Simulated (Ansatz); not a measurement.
# CH4Ga (SMILES [CH3][GaH]): UCCSD/aug-cc-pVDZ

Aim: the vertical electron affinity of CH4Ga at UCCSD/aug-cc-pVDZ, from 2 runs. 

Program for the calculation: Ansatz 0.2.0.

35 further runs of the same task are left out: 35 set aside as unsound or not needed. Runs told in other sessions of the task aren't counted.

### 1 The system as given

CH4Ga: 6 atoms, total charge 0, spin state doublet. As SMILES, `[CH3][GaH]`. The coordinates come from a PBE0-D4/def2-TZVP relaxation.

Bond lengths: C1–Ga2 1.990 Å, C1–H3 1.089 Å, C1–H4 1.095 Å, C1–H5 1.094 Å, Ga2–H6 1.603 Å. Angles: C1–Ga2–H6 119.3°, Ga2–C1–H3 113.1°, Ga2–C1–H4 108.5°, Ga2–C1–H5 108.8°, H3–C1–H4 109.1°, H3–C1–H5 109.3°, H4–C1–H5 107.8°.

### 2 A single-point energy at UCCSD/aug-cc-pVDZ

Input file run.yaml:

```yaml
basis:
  gaussian:
    orbitals: aug-cc-pVDZ
crystal:
  periodic: [false, false, false]
  atoms:
    - {symbol: C, position_ang: [-0.029300, -0.418300, -0.518000]}
    - {symbol: Ga, position_ang: [0.685700, 0.372600, 1.162100]}
    - {symbol: H, position_ang: [0.574700, -1.243100, -0.892900]}
    - {symbol: H, position_ang: [-1.046400, -0.775600, -0.328700]}
    - {symbol: H, position_ang: [-0.085700, 0.364700, -1.280300]}
    - {symbol: H, position_ang: [-0.056900, 1.635600, 1.811600]}
magnetization:
  spin_polarized: true
  initial_magnetization: 1
correlation:
  method: ccsd
  frozen_orbitals: {C: 1, Ga: 9, H: 0}
accuracy: high
scf:
  omitted_lower_state_checks: [cluster_reference, increment]
```

The run is started by

```
ansatz run run.yaml --threads 1 --pin off --max-ram 2610MiB --events-out events.jsonl --progress --plain --runs-dir runs
```

Standard output:

```text
Warning: RAYON_NUM_THREADS=1 ignored (pool sized by the plan → 1); use --threads N
Functional definition: HF
  name "HF"
  exchange = exact_x
  correlation = 0
these checks for a lower state are left out or cut short: cluster_reference, increment
1881 factors; integrals over basis functions are off by at most 4.4e-9 eV
mean field evaluation 1: about -53423.0375 eV, gradient 2.2e1 eV
mean field evaluation 2: about -53423.0413 eV, gradient 2.2e1 eV
mean field evaluation 4: about -53426.0111 eV, gradient 2.1e0 eV
mean field evaluation 8: about -53426.1160 eV, gradient 7.3e-4 eV
mean field -53426.11578015 eV, -1963.3735413985 hartree, gradient 2.0e-8 eV, S^2 0.755788; 0 other end points of the search recorded, 0 dependent functions left out
10 core orbitals not correlated: weight in the atoms' cores, before any rotation towards them, 1.000 or more for the frozen orbitals, at most 0.000 for the correlated occupied ones
reference -53426.11578015 eV, -1963.3735413985 hartree; 11, 10 occupied and 74, 75 virtual orbitals, 1881 factors
second order -6.29924770 eV of doubles, -0.00000000 eV of singles
cycle   1  -6.86418120 eV  change   -5.6e-1 eV  update   6.7e-2
cycle   2  -7.12051883 eV  change   -2.6e-1 eV  update   2.3e-2
cycle   3  -7.15708865 eV  change   -3.7e-2 eV  update   9.4e-3
cycle   4  -7.15692018 eV  change    1.7e-4 eV  update   3.6e-3
cycle   5  -7.15661261 eV  change    3.1e-4 eV  update   1.2e-3
cycle   6  -7.15660961 eV  change    3.0e-6 eV  update   4.9e-4
cycle   7  -7.15669599 eV  change   -8.6e-5 eV  update   1.7e-4
cycle   8  -7.15671999 eV  change   -2.4e-5 eV  update   6.8e-5
cycle   9  -7.15671841 eV  change    1.6e-6 eV  update   2.7e-5
cycle  10  -7.15671768 eV  change    7.3e-7 eV  update   1.2e-5
cycle  11  -7.15671890 eV  change   -1.2e-6 eV  update   5.1e-6
cycle  12  -7.15671783 eV  change    1.1e-6 eV  update   2.3e-6
cycle  13  -7.15671841 eV  change   -5.8e-7 eV  update   1.0e-6
cycle  14  -7.15671804 eV  change    3.7e-7 eV  update   5.6e-7
cycle  15  -7.15671792 eV  change    1.2e-7 eV  update   3.0e-7
cycle  16  -7.15671784 eV  change    8.4e-8 eV  update   1.6e-7
cycle  17  -7.15671785 eV  change   -1.4e-8 eV  update   1.0e-7
cycle  18  -7.15671787 eV  change   -2.2e-8 eV  update   6.5e-8
cycle  19  -7.15671787 eV  change   -3.1e-9 eV  update   4.2e-8
cycle  20  -7.15671787 eV  change  -4.7e-10 eV  update   2.7e-8
cycle  21  -7.15671787 eV  change    3.3e-9 eV  update   1.9e-8
cycle  22  -7.15671777 eV  change    1.0e-7 eV  update   7.0e-8
cycle  23  -7.15671776 eV  change    8.5e-9 eV  update   1.8e-8
cycle  24  -7.15671775 eV  change    5.7e-9 eV  update   5.1e-9
cycle  25  -7.15671775 eV  change   4.8e-10 eV  update   1.8e-9
Total energy: -53433.27249790 eV, -1963.6365459249 hartree
Checks for a lower state left out: cluster_reference, increment
```

It took 49 s on 1 thread of Arm Neoverse V2, shared host; peak memory 1.1 GiB.

### 3 The singlet anion

Input file job.yaml:

```yaml
basis:
  gaussian:
    orbitals: aug-cc-pVDZ
crystal:
  periodic: [false, false, false]
  atoms:
    - {symbol: C, position_ang: [-0.029300, -0.418300, -0.518000]}
    - {symbol: Ga, position_ang: [0.685700, 0.372600, 1.162100]}
    - {symbol: H, position_ang: [0.574700, -1.243100, -0.892900]}
    - {symbol: H, position_ang: [-1.046400, -0.775600, -0.328700]}
    - {symbol: H, position_ang: [-0.085700, 0.364700, -1.280300]}
    - {symbol: H, position_ang: [-0.056900, 1.635600, 1.811600]}
correlation:
  method: ccsd
  frozen_orbitals: {C: 1, Ga: 9, H: 0}
scf:
  omitted_lower_state_checks: [cluster_reference, increment]
total_charge: -1
accuracy: high
```

The run is started by

```
ansatz run job.yaml --threads 1 --pin off --max-ram 2610MiB --events-out events.jsonl --progress --plain --runs-dir runs
```

Standard output:

```text
Warning: RAYON_NUM_THREADS=1 ignored (pool sized by the plan → 1); use --threads N
[... 4 set-up lines as earlier in the session ...]
these checks for a lower state are left out or cut short: cluster_reference, increment
1881 factors; integrals over basis functions are off by at most 4.4e-9 eV
mean field evaluation 1: about -53424.5352 eV, gradient 1.5e1 eV
mean field evaluation 2: about -53424.5393 eV, gradient 1.5e1 eV
mean field evaluation 4: about -53425.6582 eV, gradient 1.5e0 eV
mean field evaluation 8: about -53425.6838 eV, gradient 6.3e-2 eV
mean field -53425.68402474 eV, -1963.3576746801 hartree, gradient 1.5e-8 eV, S^2 0.000000; 0 other end points of the search recorded, 0 dependent functions left out; unrestricted orbitals would lower it
10 core orbitals not correlated: weight in the atoms' cores, before any rotation towards them, 1.000 or more for the frozen orbitals, at most 0.000 for the correlated occupied ones
reference -53425.68402474 eV, -1963.3576746801 hartree; 11, 11 occupied and 74, 74 virtual orbitals, 1881 factors
second order -7.09551128 eV of doubles, -0.00000000 eV of singles
cycle   1  -7.71193357 eV  change   -6.2e-1 eV  update   8.3e-2
cycle   2  -8.01180346 eV  change   -3.0e-1 eV  update   3.2e-2
cycle   3  -8.05837989 eV  change   -4.7e-2 eV  update   1.5e-2
cycle   4  -8.05675704 eV  change    1.6e-3 eV  update   7.3e-3
cycle   5  -8.05570165 eV  change    1.1e-3 eV  update   3.8e-3
cycle   6  -8.05563842 eV  change    6.3e-5 eV  update   1.8e-3
cycle   7  -8.05581038 eV  change   -1.7e-4 eV  update   8.5e-4
cycle   8  -8.05604018 eV  change   -2.3e-4 eV  update   4.1e-4
cycle   9  -8.05602902 eV  change    1.1e-5 eV  update   2.1e-4
cycle  10  -8.05594718 eV  change    8.2e-5 eV  update   9.1e-5
cycle  11  -8.05595806 eV  change   -1.1e-5 eV  update   4.3e-5
cycle  12  -8.05594651 eV  change    1.2e-5 eV  update   2.2e-5
cycle  13  -8.05596226 eV  change   -1.6e-5 eV  update   9.2e-6
cycle  14  -8.05596629 eV  change   -4.0e-6 eV  update   4.6e-6
cycle  15  -8.05596531 eV  change    9.9e-7 eV  update   1.7e-6
cycle  16  -8.05596523 eV  change    8.0e-8 eV  update   9.0e-7
cycle  17  -8.05596472 eV  change    5.0e-7 eV  update   4.5e-7
cycle  18  -8.05596461 eV  change    1.2e-7 eV  update   2.7e-7
cycle  19  -8.05596470 eV  change   -9.5e-8 eV  update   1.9e-7
cycle  20  -8.05596477 eV  change   -6.6e-8 eV  update   1.3e-7
cycle  21  -8.05596474 eV  change    2.7e-8 eV  update   8.9e-8
cycle  22  -8.05596474 eV  change    3.0e-9 eV  update   5.7e-8
cycle  23  -8.05596474 eV  change   -5.4e-9 eV  update   4.1e-8
cycle  24  -8.05596475 eV  change   -4.7e-9 eV  update   2.9e-8
cycle  25  -8.05596475 eV  change   -5.3e-9 eV  update   1.8e-7
cycle  26  -8.05596472 eV  change    3.0e-8 eV  update   7.6e-8
cycle  27  -8.05596469 eV  change    3.1e-8 eV  update   3.6e-8
cycle  28  -8.05596467 eV  change    2.0e-8 eV  update   1.8e-8
cycle  29  -8.05596466 eV  change    9.0e-9 eV  update   9.4e-9
cycle  30  -8.05596466 eV  change    2.6e-9 eV  update   5.0e-9
cycle  31  -8.05596466 eV  change  -5.3e-10 eV  update   2.6e-9
Total energy: -53433.73998941 eV, -1963.6537259208 hartree
Checks for a lower state left out: cluster_reference, increment
```

Run time: 20 s. Hardware: 1 thread of Arm Neoverse V2, shared host; peak memory 0.57 GiB.

### 4 Results

At UCCSD/aug-cc-pVDZ, 10 core orbitals frozen:

```
                                                   quantity           value
                                doublet CH4Ga: total energy  -1963.63655 Eh
doublet CH4Ga: correlation energy (10 core orbitals frozen)      -263.0 mEh
           doublet CH4Ga: ⟨S²⟩ of the reference determinant           0.756
                               doublet CH4Ga: T1 diagnostic           0.010
                                singlet anion: total energy  -1963.65373 Eh
singlet anion: correlation energy (10 core orbitals frozen)      -296.1 mEh
                               singlet anion: T1 diagnostic           0.013
          vertical electron affinity (to the singlet anion)        0.467 eV
```

At fixed nuclei the extra electron is bound by 0.47 eV (10.8 kcal/mol). The restricted solution (singlet anion) is unstable to spin breaking: an unrestricted one lies lower.
